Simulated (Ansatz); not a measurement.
**U-wB97X/6-311+G(d,p) run of CH2NOSi (SMILES O=C=N[SiH2])**

What is the vertical doublet–quartet gap of CH2NOSi at U-wB97X/6-311+G**? 

Program for the calculation: Ansatz 0.2.0.

93 further runs of the same task are left out: 93 set aside as unsound or not needed.

## 1. The molecule

CH2NOSi has 6 atoms, charge 0, and is taken as a doublet. SMILES: `O=C=N[SiH2]`. Geometry: relaxed at PBE0-D4/def2-TZVP.

Bond lengths: O1–C2 1.164 Å, C2–N3 1.195 Å, N3–Si4 1.706 Å, Si4–H5 1.486 Å, Si4–H6 1.486 Å. Angles: O1–C2–N3 178.3°, C2–N3–Si4 162.2°, N3–Si4–H5 108.6°, N3–Si4–H6 108.6°, H5–Si4–H6 111.4°.

## 2. A single-point energy at U-wB97X/6-311+G(d,p)

File run.yaml:

```yaml
crystal:
  periodic: [false, false, false]
  atoms:
    - {symbol: O, position_ang: [1.089700, -2.025700, 1.610400]}
    - {symbol: C, position_ang: [0.648500, -1.177800, 0.945400]}
    - {symbol: N, position_ang: [0.216300, -0.284900, 0.279200]}
    - {symbol: Si, position_ang: [-0.683300, 0.591600, -0.875300]}
    - {symbol: H, position_ang: [0.261300, 1.214200, -1.839100]}
    - {symbol: H, position_ang: [-1.490500, 1.618700, -0.166800]}
basis:
  gaussian:
    orbitals: 6-311+G_st__st_-spherical.json
accuracy: high
output:
  orbitals: {seedname: orbitals}
magnetization:
  spin_polarized: true
  initial_magnetization: 1
hamiltonian:
  xc: {name: wB97X}
```

The basis set 6-311+G** is read from a file made from the Basis Set Exchange's data (not shown).

On the command line:

```console
ansatz run run.yaml --threads 1 --pin off --max-ram 3480MiB --events-out events.jsonl --progress --plain --runs-dir runs
```

Log:

```text
Warning: RAYON_NUM_THREADS=1 ignored (pool sized by the plan → 1); use --threads N
Functional definition: wB97X
  name "wB97X"
  parameter omega = 0.3/bohr
  parameter cx = 0.157706
  parameter cx1 = 0.726479
  parameter cx2 = 1.04760
  parameter cx3 = -5.70635
  parameter cx4 = 13.2794
  parameter css1 = -4.33879
  parameter css2 = 18.2308
  parameter css3 = -31.7430
  parameter css4 = 17.2901
  parameter cos1 = 2.37031
  parameter cos2 = -11.3995
  parameter cos3 = 6.58405
  parameter cos4 = -3.78132
  exchange = spin_sum(e_x_unif_sr(omega)*poly(b97_u_x, 1 - cx, cx1, cx2, cx3, cx4)) + cx*exact_x_sr(omega)
      + exact_x_lr(omega)
  correlation = spin_sum(e_c_pw_same_spin*poly(b97_u_same, 1, css1, css2, css3, css4))
      + integral(e_c_pw_opposite_spin*poly(b97_u_opposite, 1, cos1, cos2, cos3, cos4))
1828 factors; integrals over basis functions are off by at most 6.0e-9 eV
404 factors; integrals over basis functions are off by at most 2.1e-9 eV
mean field evaluation 1: about -12478.8946 eV, gradient 3.6e1 eV
mean field evaluation 2: about -12479.2224 eV, gradient 3.6e1 eV
mean field evaluation 4: about -12483.3921 eV, gradient 1.7e0 eV
mean field evaluation 8: about -12483.5317 eV, gradient 1.7e-1 eV
mean field evaluation 16: about -12483.5322 eV, gradient 4.1e-4 eV
mean field -12483.53219696 eV, -458.7613465961 hartree, gradient 9.1e-8 eV, S^2 0.752668; 0 other end points of the search recorded, 0 dependent functions left out
reference -12483.53219343 eV, -458.7613464665 hartree; 19, 18 occupied and 89, 90 virtual orbitals, 1828 factors
Total energy: -12483.53219343 eV, -458.7613464665 hartree
```

Wall time 48 s (1 thread of Arm Neoverse V1, shared host); peak memory 0.82 GiB.

## 3. The quartet at the same level

File run.yaml:

```yaml
crystal:
  periodic: [false, false, false]
  atoms:
    - {symbol: O, position_ang: [1.089700, -2.025700, 1.610400]}
    - {symbol: C, position_ang: [0.648500, -1.177800, 0.945400]}
    - {symbol: "N", position_ang: [0.216300, -0.284900, 0.279200]}
    - {symbol: Si, position_ang: [-0.683300, 0.591600, -0.875300]}
    - {symbol: H, position_ang: [0.261300, 1.214200, -1.839100]}
    - {symbol: H, position_ang: [-1.490500, 1.618700, -0.166800]}
basis:
  gaussian:
    orbitals: 6-311+G_st__st_-spherical.json
magnetization:
  spin_polarized: true
  initial_magnetization: 3
hamiltonian:
  xc: {name: wB97X}
accuracy: high
output:
  orbitals: {seedname: orbitals}
```

The basis set 6-311+G** is read from a file made from the Basis Set Exchange's data (not shown).

On the command line:

```console
ansatz run run.yaml --threads 1 --pin off --max-ram 3480MiB --events-out events.jsonl --progress --plain --runs-dir runs
```

Log, cut to the lines that bear on the results:

```text
Warning: RAYON_NUM_THREADS=1 ignored (pool sized by the plan → 1); use --threads N
Functional definition: wB97X
  name "wB97X"
[...]
      + exact_x_lr(omega)
[...]
      + integral(e_c_pw_opposite_spin*poly(b97_u_opposite, 1, cos1, cos2, cos3, cos4))
1828 factors; integrals over basis functions are off by at most 6.0e-9 eV
404 factors; integrals over basis functions are off by at most 2.1e-9 eV
[...]
mean field -12476.55008287 eV, -458.5047586361 hartree, gradient 9.7e-8 eV, S^2 3.759048; 6 other end points of the search recorded, 0 dependent functions left out
reference -12476.55008122 eV, -458.5047585753 hartree; 20, 17 occupied and 88, 91 virtual orbitals, 1828 factors
Total energy: -12476.55008122 eV, -458.5047585753 hartree
```

It took 2.6 min on 1 thread of Arm Neoverse V1, shared host; peak memory 0.84 GiB.

## 4. What came out

At U-wB97X/6-311+G**:

```
                                        quantity          value
                           doublet: total energy  -458.76135 Eh
     doublet: HOMO energy (highest over α and β)       -8.57 eV
      doublet: LUMO energy (lowest over α and β)       -1.38 eV
                                   doublet: ⟨S²⟩          0.753
                           quartet: total energy  -458.50476 Eh
     quartet: HOMO energy (highest over α and β)       -4.26 eV
      quartet: LUMO energy (lowest over α and β)       -3.70 eV
                                   quartet: ⟨S²⟩          3.759
vertical energy of the quartet above the doublet       6.982 eV
```

**Reading.** At this shape the quartet lies 6.98 eV (161 kcal/mol) above the doublet.
